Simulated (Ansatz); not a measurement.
# HfAu2: from the start to rest, part 2 of 2

The start is HfAu2, a known structure type filled with other elements, at an estimated volume. Where does it settle when we relax cell and atoms, and what is it like there?

Ansatz 0.2.0; DFT, r2SCAN, no spin polarisation, plane waves, PAW. Relaxing cell and atoms. The steps go on from the part before.

## Step 3: The log goes on

The log, continued:

```text
preconditioner: auto → Kerker (q_TF=auto, 2.781 Å⁻¹)  [metal: Δε(μ)=0.004 eV  Ē_g=14.549 eV  σ=0.014 eV  W_gap=0.17  n_scr=96 (ndim 8)  ℏωp=33.4 eV  f_vac=0.000  D(μ)=14.58/eV (n_scr^D=134)]
SCF iter   2: F=-168241.975604 eV  HF=-168241.975600 eV  |F-HF|=4.53e-6  |Δ(HF+E_count)|=   3.55e-4  Δρ=8.68e-5  dr2=1.83e-6  dr2_τ=3.04e-6  ethr=2.51e-9  ⟨swp⟩=2.6  Hψ=5976  notcnv=0
SCF iter   3: F=-168241.975604 eV  HF=-168241.975604 eV  |F-HF|=2.16e-7  |Δ(HF+E_count)|=   4.85e-6  Δρ=1.18e-5  dr2=5.77e-8  dr2_τ=8.47e-8  ethr=7.14e-10  ⟨swp⟩=2.0  Hψ=5882  notcnv=0
SCF iter   4: F=-168241.975604 eV  HF=-168241.975604 eV  |F-HF|=4.37e-10  |Δ(HF+E_count)|=   8.27e-9  Δρ=2.96e-6  dr2=1.81e-8  dr2_τ=6.83e-9  ethr=2.25e-11  ⟨swp⟩=3.0  Hψ=6379  notcnv=0
SCF iter   5: F=-168241.975604 eV  HF=-168241.975604 eV  |F-HF|=1.98e-9  |Δ(HF+E_count)|=   1.02e-8  Δρ=1.35e-6  dr2=3.24e-9  dr2_τ=4.72e-10  ethr=7.05e-12  ⟨swp⟩=2.0  Hψ=4322  notcnv=0
SCF iter   6: F=-168241.975604 eV  HF=-168241.975604 eV  |F-HF|=2.04e-10  |Δ(HF+E_count)|=   3.49e-9  Δρ=4.30e-7  dr2=3.83e-10  dr2_τ=6.57e-11  ethr=1.27e-12  ⟨swp⟩=2.0  Hψ=5773  notcnv=0
SCF iter   7: F=-168241.975604 eV  HF=-168241.975604 eV  |F-HF|=0.00e0  |Δ(HF+E_count)|=  3.49e-10  Δρ=2.26e-7  dr2=1.53e-10  dr2_τ=1.01e-11  ethr=1.00e-12  ⟨swp⟩=6.0  Hψ=16546  notcnv=0
SCF iter   8: F=-168241.975604 eV  HF=-168241.975604 eV  |F-HF|=2.91e-11  |Δ(HF+E_count)|=  1.16e-10  Δρ=7.99e-8  dr2=1.84e-11  dr2_τ=3.67e-12  ethr=1.00e-12  ⟨swp⟩=5.9  Hψ=14362  notcnv=0
SCF 10 converged in 8 iterations: F = -168241.975604 eV  dr2 = 1.84e-11
relax step  10: F+E_penalty+E_count = -168241.97560438 eV  Δ(F+E_penalty+E_count) = +5.551e-3 eV  max|allowed force component| = 6.287e-3 eV/Å  Δτ_max = 0.0000 Å  P = -0.008 GPa  Ω = 227.999 Å³  stress off target by 1.15e-2 GPa  SCF on the basis re-selected at this cell (its energy is not comparable with the rows above)  (8 SCF iters)
basis re-selected at this cell: Δ(F+E_penalty+E_count) = +5.551e-3 eV, ΔP = -0.019 GPa vs the last step (what re-selecting the basis moved, of the pressure what is left beyond the Pulay correction that the steps carried, after the strain that the cell walked since its last selection, with what the two solves' SCF thresholds leave and, on support functions, any second-order correction that the steps lacked; it is no measure of the basis error at this ecutwfc). The dense FFT grid was sized anew with the basis: this SCF ran on 40×40×72 points, the steps before it on 45×45×72, so part of this shift can come from that change (see relax.cell in the input reference). This SCF's stress stands 1.15e-2 GPa from its target on what of the cell is left free (relax.cell.stress_tol is 5.00e-2 GPa) and its largest allowed force component is 6.29e-3 eV/Å (relax.f_tol is 1.00e-2 eV/Å): within both
SCF converged after 8 iterations
Free energy (F): -168241.975604 eV
Harris-Foulkes:  -168241.975604 eV  (|F-HF|=2.91e-11)
Internal energy: -168241.974114 eV  (E = F + TS)
E sigma→0 (E₀):  -168241.974859 eV
Entropy (-TS):   -0.001491 eV (-0.124 meV/atom)
Fermi energy:    20.393333 eV
--- Per-component energies (eV) ---
  E_band       = -1864.491151
  E_kinetic    = 6516.198858
  E_local      = -34553.586243  (includes V_loc(G=0)·N_el)
  E_nonlocal   = -4412.068304
  E_hartree    = 15634.373864
  E_xc         = -2879.090235
  E_vxc        = -3633.635205  (∫ρ·V_xc dr)
  E_paw        = -105636.240322  (= ΣΔE_a)
  E_vpaw       = 2721.471917  (= ΣTr[D̂ρ^β])
  E_aug_tail   = 0.006060  (compensation charges beyond the density's cutoff)
  E_vtau       = 228.374290  (kinetic-family band-sum trace: ∫τ·v_τ [+ j·A + Jᵃ·Aᵃ] dr)
  E_ewald      = -42911.443287
  E_core_change = -0.124502  (= ΣΔE_core)
  E_smearing   = -0.001491  (= −TS)
  E_closure    = 0.000000  (closes the sum)
  Σ components = -168241.975604   (vs F -168241.975604, Δ=0.00e0)
--- Forces (eV/Å), atoms counted from 1 ---
  atom   1  Hf     0.00000000    -0.00000000    -0.00541947
  atom   2  Hf     0.00000000     0.00000000    -0.00541947
  atom   3  Hf    -0.00000000    -0.00000000     0.00541947
  atom   4  Hf     0.00000000     0.00000000     0.00541947
  atom   5  Au    -0.00000000    -0.00000000     0.00000000
  atom   6  Au     0.00000000    -0.00000000     0.00000000
  atom   7  Au    -0.00544488    -0.00314360     0.00000000
  atom   8  Au     0.00000000    -0.00628721    -0.00000000
  atom   9  Au     0.00544488    -0.00314360    -0.00000000
  atom  10  Au     0.00544488     0.00314360     0.00000000
  atom  11  Au    -0.00000000     0.00628721     0.00000000
  atom  12  Au    -0.00544488     0.00314360     0.00000000
  max |Σ_I F_I| component: 2.17e-17 eV/Å
--- Stress (GPa, compression-positive) ---
       -0.011533      -0.000000      -0.000000
       -0.000000      -0.011533       0.000000
        0.000000       0.000000      -0.001527
  P = ⅓ Tr σ = -0.0082 GPa (-0.082 kbar)
--- Band table (eV; the first three rows and the last of 21) ---
  k-point 0: bands = ["-87.8904", "-87.8892", "-87.8727", "-87.8727", "-87.8727", "-87.8727", "-87.8299", "-87.8286", "-44.2736", "-44.2729", "-44.2488", "-44.2479", "-38.9722", "-38.9379", "-38.8445", "-38.7721", "-38.7721", "-38.7715", "-38.7715", "-38.7613", "-38.7613", "-38.7599", "-38.7259", "-38.7259", "-38.6544", "-38.6544", "-38.6355", "-38.6105", "-38.6105", "-38.5914", "-38.5914", "-38.5849", "-38.5826", "-38.5826", "-38.5818", "-38.5818", "-12.3010", "-12.3010", "-12.2977", "-12.2977", "-12.2755", "-12.2414", "-12.2337", "-12.2043", "-12.0764", "-12.0764", "-12.0725", "-12.0725", "7.2816", "7.2840", "7.2859", "7.2859", "7.2881", "7.2881", "7.2899", "7.2905", "7.2905", "7.2906", "7.2906", "7.2911", "7.2919", "7.2954", "7.2986", "7.3024", "7.3043", "7.3043", "7.3044", "7.3044", "7.3062", "7.3062", "7.3071", "7.3071", "7.3235", "7.3236", "7.3239", "7.3239", "10.2555", "11.5403", "12.3834", "12.5328", "13.1795", "13.1795", "13.4858", "13.5361", "13.5361", "13.5371", "13.6030", "13.7787", "13.7787", "14.0223", "14.0223", "14.0549", "14.4508", "14.4508", "14.8703", "14.8703", "14.9379", "15.0417", "15.0417", "15.5222", "15.5222", "15.5939", "16.4533", "16.4980", "16.4980", "16.5021", "16.5646", "16.6521", "16.6521", "16.6797", "16.6797", "16.7094", "16.7094", "17.3028", "17.3028", "17.7726", "17.7726", "18.2972", "18.5745", "18.5752", "18.8592", "18.8592", "18.9190", "18.9190", "19.4973", "19.7587", "20.4043", "20.4043", "20.5304", "20.5304", "20.8801", "20.8801", "21.1851", "21.1851", "21.9470", "22.6880", "22.8936", "23.1095", "23.1095", "23.6949", "23.6949", "24.4125", "24.4125", "24.7336", "24.9042", "25.0326", "25.7251", "25.7251", "26.1142", "26.1142", "26.4919", "26.6584", "27.1786", "27.8214"]
  k-point 1: bands = ["-87.8902", "-87.8893", "-87.8727", "-87.8727", "-87.8727", "-87.8727", "-87.8297", "-87.8288", "-44.2735", "-44.2730", "-44.2487", "-44.2480", "-38.9686", "-38.9452", "-38.8316", "-38.7737", "-38.7720", "-38.7720", "-38.7717", "-38.7717", "-38.7572", "-38.7572", "-38.7329", "-38.7329", "-38.6467", "-38.6467", "-38.6253", "-38.6170", "-38.6170", "-38.5906", "-38.5888", "-38.5888", "-38.5833", "-38.5833", "-38.5818", "-38.5818", "-12.3005", "-12.3005", "-12.2982", "-12.2982", "-12.2719", "-12.2505", "-12.2253", "-12.2073", "-12.0758", "-12.0758", "-12.0731", "-12.0731", "7.2820", "7.2836", "7.2866", "7.2866", "7.2884", "7.2884", "7.2898", "7.2898", "7.2902", "7.2902", "7.2906", "7.2912", "7.2918", "7.2943", "7.2995", "7.3020", "7.3046", "7.3046", "7.3047", "7.3047", "7.3061", "7.3061", "7.3068", "7.3068", "7.3235", "7.3236", "7.3239", "7.3239", "10.4007", "11.2820", "12.4388", "12.6893", "13.0163", "13.2128", "13.2128", "13.2919", "13.4394", "13.4394", "13.8964", "13.8964", "13.9123", "14.0643", "14.0643", "14.1239", "14.3551", "14.3551", "14.5375", "14.5375", "15.4631", "15.5088", "15.5088", "15.6722", "15.6722", "15.6781", "16.3593", "16.3593", "16.4364", "16.5112", "16.5554", "16.6124", "16.6124", "16.6476", "16.6476", "16.6648", "16.6648", "17.2593", "17.2593", "17.4542", "17.4542", "17.9661", "18.5746", "18.5751", "19.1592", "19.1592", "19.2486", "19.2486", "19.5924", "19.6129", "20.2297", "20.2297", "20.3493", "20.3493", "20.9407", "20.9407", "21.1120", "21.1120", "21.7729", "21.8996", "23.2246", "23.2246", "23.4604", "23.6020", "23.6020", "24.4496", "24.6978", "24.6978", "25.3568", "25.6651", "25.7833", "25.7833", "26.0483", "26.0483", "26.4249", "26.5944", "26.6471", "26.6471"]
  k-point 2: bands = ["-87.8898", "-87.8898", "-87.8727", "-87.8727", "-87.8727", "-87.8727", "-87.8292", "-87.8292", "-44.2733", "-44.2733", "-44.2484", "-44.2484", "-38.9585", "-38.9585", "-38.8031", "-38.8031", "-38.7720", "-38.7720", "-38.7720", "-38.7720", "-38.7463", "-38.7463", "-38.7463", "-38.7463", "-38.6312", "-38.6312", "-38.6312", "-38.6312", "-38.6060", "-38.6060", "-38.5854", "-38.5854", "-38.5854", "-38.5854", "-38.5818", "-38.5818", "-12.2994", "-12.2994", "-12.2994", "-12.2994", "-12.2625", "-12.2625", "-12.2150", "-12.2150", "-12.0744", "-12.0744", "-12.0744", "-12.0744", "7.2828", "7.2828", "7.2881", "7.2881", "7.2881", "7.2881", "7.2893", "7.2893", "7.2893", "7.2893", "7.2915", "7.2915", "7.2923", "7.2923", "7.3009", "7.3009", "7.3050", "7.3050", "7.3050", "7.3050", "7.3062", "7.3062", "7.3062", "7.3062", "7.3235", "7.3235", "7.3239", "7.3239", "10.7943", "10.7943", "12.6230", "12.6230", "12.9853", "12.9853", "13.3063", "13.3063", "13.3063", "13.3063", "14.0770", "14.0770", "14.0770", "14.0770", "14.0802", "14.0802", "14.2903", "14.2903", "14.2903", "14.2903", "15.8469", "15.8469", "15.9613", "15.9613", "15.9613", "15.9613", "16.1986", "16.1986", "16.1986", "16.1986", "16.5332", "16.5332", "16.6462", "16.6462", "16.6462", "16.6462", "16.9996", "16.9996", "17.2434", "17.2434", "17.2434", "17.2434", "18.5748", "18.5748", "19.5972", "19.5972", "19.5972", "19.5972", "19.6371", "19.6371", "19.9895", "19.9895", "19.9895", "19.9895", "21.0220", "21.0220", "21.0220", "21.0220", "21.5332", "21.5332", "23.4151", "23.4151", "23.4151", "23.4151", "23.9250", "23.9250", "25.5087", "25.5087", "25.5087", "25.5087", "25.9131", "25.9131", "25.9131", "25.9131", "26.0836", "26.0836", "26.5455", "26.5455"]
  k-point 20: bands = ["-87.8840", "-87.8840", "-87.8786", "-87.8786", "-87.8727", "-87.8727", "-87.8291", "-87.8291", "-44.2614", "-44.2614", "-44.2603", "-44.2603", "-38.8477", "-38.8477", "-38.8337", "-38.8337", "-38.7723", "-38.7723", "-38.7607", "-38.7607", "-38.7512", "-38.7512", "-38.7081", "-38.7081", "-38.6665", "-38.6665", "-38.6437", "-38.6437", "-38.6282", "-38.6282", "-38.6166", "-38.6166", "-38.6110", "-38.6110", "-38.5826", "-38.5826", "-12.3287", "-12.3287", "-12.2752", "-12.2752", "-12.2515", "-12.2515", "-12.1664", "-12.1664", "-12.1590", "-12.1590", "-12.0459", "-12.0459", "7.2859", "7.2859", "7.2862", "7.2862", "7.2899", "7.2899", "7.2923", "7.2923", "7.2930", "7.2930", "7.2932", "7.2932", "7.3008", "7.3008", "7.3017", "7.3017", "7.3022", "7.3022", "7.3051", "7.3051", "7.3075", "7.3075", "7.3077", "7.3077", "7.3127", "7.3127", "7.3127", "7.3127", "12.4596", "12.4596", "13.0089", "13.0089", "13.4959", "13.4959", "13.7623", "13.7623", "14.0533", "14.0533", "14.1134", "14.1134", "14.2128", "14.2128", "14.3386", "14.3386", "14.3418", "14.3418", "14.7915", "14.7915", "14.9015", "14.9015", "14.9362", "14.9362", "15.2585", "15.2585", "15.4715", "15.4715", "15.6160", "15.6160", "15.8740", "15.8740", "16.2981", "16.2981", "16.2997", "16.2997", "16.3692", "16.3692", "16.7023", "16.7023", "16.7772", "16.7772", "17.5298", "17.5298", "17.8436", "17.8436", "19.0764", "19.0764", "20.1054", "20.1054", "20.5588", "20.5588", "20.6330", "20.6330", "21.4271", "21.4271", "21.6872", "21.6872", "22.5379", "22.5379", "23.0584", "23.0584", "23.2262", "23.2262", "23.6026", "23.6026", "24.5772", "24.5772", "24.9160", "24.9160", "25.9066", "25.9066", "25.9422", "25.9422", "27.1224", "27.1224", "28.2296", "28.2296"]
--- Relaxed structure (9 steps of the walk, 8 accepted, 1 SCFs on fresh bases) ---
  F+E_penalty+E_count = -168241.97560438 eV   max|allowed force component| = 6.287e-3 eV/Å   (the final SCF, on the basis selected at the relaxed cell)
  cell:  # Å, volume = 227.9989 Å³
    - [2.731920885258975, 4.731825775527089, 0.0]
    - [-2.731920885258975, 4.731825775527089, 0.0]
    - [0.0, 0.0, 8.818727383677675]
  atoms:
    - { symbol: Hf, position: [0.3333333333333334, 0.3333333333333334, 0.03806051729526219] }
    - { symbol: Hf, position: [0.6666666666666667, 0.6666666666666667, 0.5380605172952624] }
    - { symbol: Hf, position: [0.3333333333333334, 0.3333333333333334, 0.4619394827047379] }
    - { symbol: Hf, position: [0.6666666666666667, 0.6666666666666667, 0.9619394827047382] }
    - { symbol: Au, position: [-3.166915627019512e-21, 1.6236737119690034e-20, 2.513932140875546e-19] }
    - { symbol: Au, position: [-3.1669156270194743e-21, 1.623673711969e-20, 0.5000000000000001] }
    - { symbol: Au, position: [0.342224526059805, 0.8288877369700974, 0.25000000000000006] }
    - { symbol: Au, position: [0.1711122630299025, 0.1711122630299025, 0.7500000000000001] }
    - { symbol: Au, position: [0.8288877369700974, 0.342224526059805, 0.25000000000000006] }
    - { symbol: Au, position: [0.6577754739401951, 0.17111226302990268, 0.7500000000000001] }
    - { symbol: Au, position: [0.8288877369700978, 0.8288877369700978, 0.25000000000000006] }
    - { symbol: Au, position: [0.17111226302990268, 0.6577754739401951, 0.7500000000000001] }
--- Löwdin populations: 12 sites ---
  site symbol       q [e]
     0     Hf     26.0609
     1     Hf     26.0609
     2     Hf     26.0609
     3     Hf     26.0609
     4     Au     18.6730
     5     Au     18.6730
     6     Au     18.6687
     7     Au     18.6687
     8     Au     18.6687
     9     Au     18.6687
    10     Au     18.6687
    11     Au     18.6687
  spilling = 0.009367 (of n_electrons = 256.000000)
--- Bader charges: 12 sites ---
  site symbol  charge [e]  shift [e]
     0     Hf      1.5185     0.0000
     1     Hf      1.5185     0.0000
     2     Hf      1.5185     0.0000
     3     Hf      1.5185     0.0000
     4     Au     -0.7846     0.0001
     5     Au     -0.7846     0.0001
     6     Au     -0.7508     0.0000
     7     Au     -0.7508     0.0000
     8     Au     -0.7508     0.0000
     9     Au     -0.7508     0.0000
    10     Au     -0.7508     0.0000
    11     Au     -0.7508     0.0000
  estimated error of the sums over rays = 7.0e-4 e
```

Wall time 9.6 min (2 threads of Arm Neoverse V2, shared host); peak memory 1.6 GiB.

The steps of the relaxation:

```
step  energy from step 1 (eV/cell)  largest force component (eV/Å)  pressure (GPa)  volume (Å³)
   1                        0.0000                          0.4332          -11.89       248.77
   2                       -0.9423                          0.5983            5.74       218.86
   3                       -1.2571                          0.3699            0.07       226.21
   4                       -1.3533                          0.2670            1.72       226.61
   5                       -1.3829                          0.1098           -0.11       227.83
   6                       -1.3872                          0.0166            0.01       228.02
   7                       -1.3874                          0.0071            0.00       228.03
  8x                       -1.3871                          0.0236           -0.01       228.07
   9                       -1.3876                          0.0059            0.01       228.00
  10                       -1.3821                          0.0063           -0.01       228.00
```

Step 1 is the start. Step 10 repeats the geometry before on a plane-wave basis chosen anew for that cell, so the energy can jump there without any move; the table keeps such jumps. 1 step was tried and not accepted (marked x).

| input's cell | before | after | change |
| --- | --- | --- | --- |
| a (Å) | 5.588 | 5.464 | -2.2 % |
| b (Å) | 5.588 | 5.464 | -2.2 % |
| c (Å) | 9.201 | 8.819 | -4.2 % |
| volume (Å³/atom) | 20.73 | 19.00 | -8.3 % |

The largest move, 0.25 Å, apart from the change of the cell, is shared by several atoms, Hf4 among them.

## Step 4: States by energy

States per cell by energy window, from dos.tsv and pdos.tsv (tetrahedra; eV from the Fermi level):

```
from    to  total  Au s  Au d  Hf d
-4.5  -4.0   8.22  0.38  7.12  0.50
-4.0  -3.5  10.30  0.32  9.32  0.43
-3.5  -3.0   5.19  0.20  4.49  0.28
-3.0  -2.5   4.61  0.22  3.84  0.36
-2.5  -2.0   2.74  0.18  1.73  0.37
-2.0  -1.5   2.55  0.30  1.01  0.76
-1.5  -1.0   2.38  0.25  0.62  0.94
-1.0  -0.5   2.98  0.20  0.53  1.55
-0.5   0.0   5.57  0.28  0.85  3.64
 0.0   0.5   4.01  0.32  0.62  2.54
 0.5   1.0   5.26  0.20  0.62  3.88
 1.0   1.5   3.27  0.11  0.40  2.33
 1.5   2.0   2.30  0.07  0.25  1.61
 2.0   2.5   1.83  0.07  0.15  1.30
 2.5   3.0   3.55  0.13  0.23  2.84
 3.0   3.5   4.74  0.36  0.24  3.65
```

## Step 5: How the electrons are shared

Gathered by element (positive charge: electrons given up): Löwdin charges also hold the electrons that the projection spills.

```
element  atoms  Bader charge (e)  Bader volume (Å³)  Löwdin charge (e)
     Hf      4             +1.52               16.4              -0.06
     Au      8    -0.78 to -0.75       20.0 to 20.4              +0.33
```

The Löwdin projection spills 0.9 % of the electrons and depends on the orbitals chosen; where it disagrees with Bader's partition, neither is an observable.

## Step 6: Maps of the fields

Maps in the plane spanned by a and b at height 0.750 along c (axes of the input's cell), one cell: a runs left to right (17 points from zero), b bottom to top (17 points), 60° apart. Near the nuclei they are pseudo-fields.

Valence density. Ten steps from '0' (0.08 e/Å³) to '9' (14.90 e/Å³), finer at the low end (step k begins (100^(k/10) - 1)/99 of the way up):
```
11222321101123222
33321111000011112
46642110000000112
57875310000000013
58998521000000012
47999741000000001
25799752100000001
12577752100000000
12234432211000001
22222222222110011
45532222355421112
57774222477753113
58997422479985212
47999732379997422
36899752257998632
13678752225787631
11345542112455431
```

ELF. Ten even steps from '0' (0.20) to '9' (0.79):
```
00001111111111100
11100011111111000
34431001111111001
46664111111111111
46886411110001111
25797521111001111
13677631111101111
01356531011111111
00013310001111111
11000000011111111
23310000133211011
45653000356541001
46776300367764101
36897510157986300
14687630036786410
01466531013566410
00134421001244310
```

Atoms within 0.2 Å of the plane, in fractions of a and b: Au at (0.17, 0.17), Au at (0.66, 0.17), Au at (0.17, 0.66).

At the density minimum on some short contacts:

```
contact  length (Å)  minimum at (fraction)  density (e/Å³)   ELF
Au7–Au9       2.659                   0.50           0.436  0.24
Hf1–Au8       2.968                   0.45           0.244  0.18
Hf1–Hf4       3.225                   0.50           0.167  0.26
```

```
fraction  Au7–Au9  Hf1–Au8  Hf1–Hf4
     0.2     6.84     7.78     5.94
     0.3     2.41     1.31    0.815
     0.4    0.678    0.294    0.209
     0.5    0.436     0.26    0.167
     0.6    0.678    0.461    0.209
     0.7     2.41     1.45    0.815
     0.8     6.84      5.6     5.94
```

(Smooth valence density in e/Å³ at fractions of each contact.)

## Step 7: What came out

The summary covers parts 1 to 2.

| quantity | value |
| --- | --- |
| moves | 7 |
| energy gained | 115.6 meV/atom |
| largest move | 0.25 Å (Hf) |
| space group (0.01 Å), before / after | P6_3/mmc / P6_3/mmc |
| cell | a = 5.464 Å, b = 5.464 Å, c = 8.819 Å, α = 90.00°, β = 90.00°, γ = 60.00° |
| volume | 19.00 Å³/atom (-8.3 %) |
| pressure at the end | -0.01 GPa |
| formation energy (elements from separate runs) | -0.14 eV/atom |
| character | metal |
| density of states, mean within 0.25 eV of the Fermi level | 12 per eV per cell |
| Bader charges | Hf +1.52, Au -0.78 to -0.75 e |

**Reading.** The volume shrank by 8.3 %, and the largest move of an atom is 0.25 Å apart from the change of the cell; the energy fell by 115.6 meV per atom. With 24 symmetry operations imposed, the end may be a saddle point towards distortions that break them. Bands cross the Fermi level: a metal; within 0.25 eV of the Fermi level the density of states averages 12 per eV per cell, mostly Hf d (64 %) and Au d (16 %). Hf loses most charge (+1.52 e on average) and Au gains most (-0.76 e). Against the elements' reference phases (Hf hcp, Au fcc; separate runs with the same functional) the formation energy is -0.14 eV per atom, a bound cell by that test.
